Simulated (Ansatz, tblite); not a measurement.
**The cluster Sn₁₇AsH₂₈−: rung by rung**

The task here is to estimate one member of a computed series from the others.

Computed with Ansatz 0.2.0, Gaussian basis. Level: as each input shows.

The runs, in order: GFN1-xTB, GFN2-xTB, PBE-D4/def2-SVP, r2SCAN-D4/def2-SVP, B2PLYP/def2-SVP, B97M-V/def2-SVP, PBE0-D4/def2-TZVP, PBE-D4/def2-TZVP, MP2/def2-SVP, RPA/def2-SVP.

2 further runs of the same task are left out: 2 for a known fault of the program.

## The geometry

The geometry is that of the singlet, from an earlier relaxation (PBE-D4/def2-SVP).

46 atoms, charge -1, spin multiplicity 1.

Bond lengths: Sn1–Sn11 2.823 Å, Sn1–Sn12 2.836 Å, Sn1–H19 1.743 Å, Sn1–H20 1.751 Å, Sn2–Sn12 2.829 Å, Sn2–Sn13 2.815 Å, Sn2–H21 1.745 Å, Sn2–H22 1.746 Å, Sn3–Sn6 2.817 Å, Sn3–Sn11 2.823 Å, Sn3–H23 1.740 Å, Sn3–H24 1.763 Å, As4–Sn12 2.671 Å, As4–Sn15 2.649 Å, As4–H25 1.544 Å, Sn5–Sn6 2.912 Å, Sn5–Sn16 2.830 Å, Sn5–H26 1.752 Å and more. Angles: Sn11–Sn1–Sn12 112.2°, Sn11–Sn1–H19 107.6°, Sn11–Sn1–H20 105.4°, Sn12–Sn1–H19 114.7°, Sn12–Sn1–H20 111.4°, H19–Sn1–H20 104.9°, Sn12–Sn2–Sn13 111.0°, Sn12–Sn2–H21 111.3°, Sn12–Sn2–H22 112.9°, Sn13–Sn2–H21 106.3°, Sn13–Sn2–H22 109.7°, H21–Sn2–H22 105.3°, Sn6–Sn3–Sn11 122.0°, Sn6–Sn3–H23 110.3°, Sn6–Sn3–H24 99.3°, Sn11–Sn3–H23 113.4°, Sn11–Sn3–H24 105.1°, H23–Sn3–H24 103.9° and more.

Sn takes a core potential in the def2 sets. No spin-orbit coupling is included. The ion is computed in the gas phase, without counter-ions or solvent.

PBE0-D4/def2-SVP was run before; its log isn't repeated, and its numbers join the tables.

Set-up of the first run:

Tight binding, by tblite at 300 K electronic temperature and without a spin-polarisation term:

```python
tblite.interface.Calculator('GFN1-xTB', numbers, positions, charge=-1, uhf=0).singlepoint()
```

Tight binding, by tblite at 300 K electronic temperature and without a spin-polarisation term:

```python
tblite.interface.Calculator('GFN2-xTB', numbers, positions, charge=-1, uhf=0).singlepoint()
```

start.molden holds the orbitals of an earlier run on this state, given as this run's starting guess.

Input file in.yaml:

```yaml
crystal:
  periodic: [false, false, false]
  atoms:
    - {symbol: Sn, position_ang: [-3.905470, -0.454095, -2.454989]}
    - {symbol: Sn, position_ang: [-4.129491, 2.682119, 0.793832]}
    - {symbol: Sn, position_ang: [-0.218952, -3.578722, -1.571494]}
    - {symbol: As, position_ang: [-1.108543, -0.629312, 0.348096]}
    - {symbol: Sn, position_ang: [3.706661, -3.875532, 0.024718]}
    - {symbol: Sn, position_ang: [2.216530, -2.184934, -1.819810]}
    - {symbol: Sn, position_ang: [1.520617, -1.681473, 3.629844]}
    - {symbol: Sn, position_ang: [-0.451089, 2.573020, -2.705073]}
    - {symbol: Sn, position_ang: [2.229596, 1.992331, 0.801250]}
    - {symbol: Sn, position_ang: [-1.118555, 2.060278, 4.105763]}
    - {symbol: Sn, position_ang: [-2.519285, -2.844098, -3.033462]}
    - {symbol: Sn, position_ang: [-2.332730, 1.360712, -0.946559]}
    - {symbol: Sn, position_ang: [-2.748635, 3.991652, 2.867578]}
    - {symbol: Sn, position_ang: [0.486306, 0.096484, -3.903051]}
    - {symbol: Sn, position_ang: [0.342715, 0.499007, 2.256126]}
    - {symbol: Sn, position_ang: [3.958939, -2.580277, 2.528595]}
    - {symbol: Sn, position_ang: [3.426541, 0.250799, -1.072166]}
    - {symbol: Sn, position_ang: [0.979173, 4.010651, -0.720936]}
    - {symbol: H, position_ang: [-4.508610, 0.181832, -3.961851]}
    - {symbol: H, position_ang: [-5.334458, -0.948179, -1.571330]}
    - {symbol: H, position_ang: [-5.213411, 1.551174, 1.563304]}
    - {symbol: H, position_ang: [-5.164128, 3.819479, -0.034405]}
    - {symbol: H, position_ang: [-0.546798, -3.926997, 0.101078]}
    - {symbol: H, position_ang: [0.272103, -5.134461, -2.239877]}
    - {symbol: H, position_ang: [-2.297894, -0.951509, 1.279143]}
    - {symbol: H, position_ang: [3.019257, -5.426501, 0.461963]}
    - {symbol: H, position_ang: [5.367097, -4.271976, -0.379858]}
    - {symbol: H, position_ang: [2.938673, -2.657589, -3.340230]}
    - {symbol: H, position_ang: [0.338573, -2.962400, 3.698974]}
    - {symbol: H, position_ang: [1.742647, -1.191942, 5.294035]}
    - {symbol: H, position_ang: [-1.464731, 3.816883, -3.436790]}
    - {symbol: H, position_ang: [3.501180, 2.529728, 1.873050]}
    - {symbol: H, position_ang: [-2.155370, 1.004441, 5.029832]}
    - {symbol: H, position_ang: [-0.044310, 2.782961, 5.276634]}
    - {symbol: H, position_ang: [-3.605230, -4.199771, -2.785217]}
    - {symbol: H, position_ang: [-2.078962, -2.933942, -4.713069]}
    - {symbol: H, position_ang: [-3.808888, 4.744036, 4.035369]}
    - {symbol: H, position_ang: [-1.750523, 5.265162, 2.234462]}
    - {symbol: H, position_ang: [-1.205340, -0.041762, -4.520467]}
    - {symbol: H, position_ang: [1.086172, 0.934050, -5.368512]}
    - {symbol: H, position_ang: [4.934952, -1.139581, 2.426649]}
    - {symbol: H, position_ang: [4.717090, -3.534853, 3.782696]}
    - {symbol: H, position_ang: [5.023712, -0.206793, -0.516720]}
    - {symbol: H, position_ang: [3.674920, 1.128960, -2.558882]}
    - {symbol: H, position_ang: [0.019837, 4.986090, 0.364706]}
    - {symbol: H, position_ang: [2.237611, 5.078850, -1.297749]}
basis:
  gaussian: {orbitals: def2-SVP, fitting: {mean_field: def2-universal-jkfit}, initial_orbitals: start.molden}
total_charge: -1
hamiltonian: {xc: pbe, dispersion: d4}
scf: {omitted_lower_state_checks: [starts]}
output: {forces: true, orbitals: {seedname: orbitals}}
```

Launch:

```
> ansatz run in.yaml --threads 4 --pin off --events-out ev --progress --plain --max-ram 46080MiB --backend cuda --devices 0, --max-vram 37GiB
```

Steps of the session up to this table: PBE-D4/def2-SVP; r2SCAN-D4/def2-SVP; B2PLYP/def2-SVP; B97M-V/def2-SVP; PBE0-D4/def2-TZVP; PBE-D4/def2-TZVP; MP2/def2-SVP; RPA/def2-SVP.

One table of the session follows, with a row left open; its other results are not shown here.

```
             level  HOMO (eV)  gap (eV)
   PBE-D4/def2-SVP      -2.37      1.99
  PBE-D4/def2-TZVP      -2.53      1.98
r2SCAN-D4/def2-SVP          ?         ?
   B97M-V/def2-SVP      -2.55      2.32
  PBE0-D4/def2-SVP      -3.10      3.35
 PBE0-D4/def2-TZVP      -3.20      3.34
```

**Question.** Estimate the row for r2SCAN-D4/def2-SVP.

The run gave: HOMO (eV): -2.54; gap (eV): 2.27. In the column «HOMO (eV)» it lies between B97M-V/def2-SVP (-2.55) and PBE-D4/def2-TZVP (-2.53).
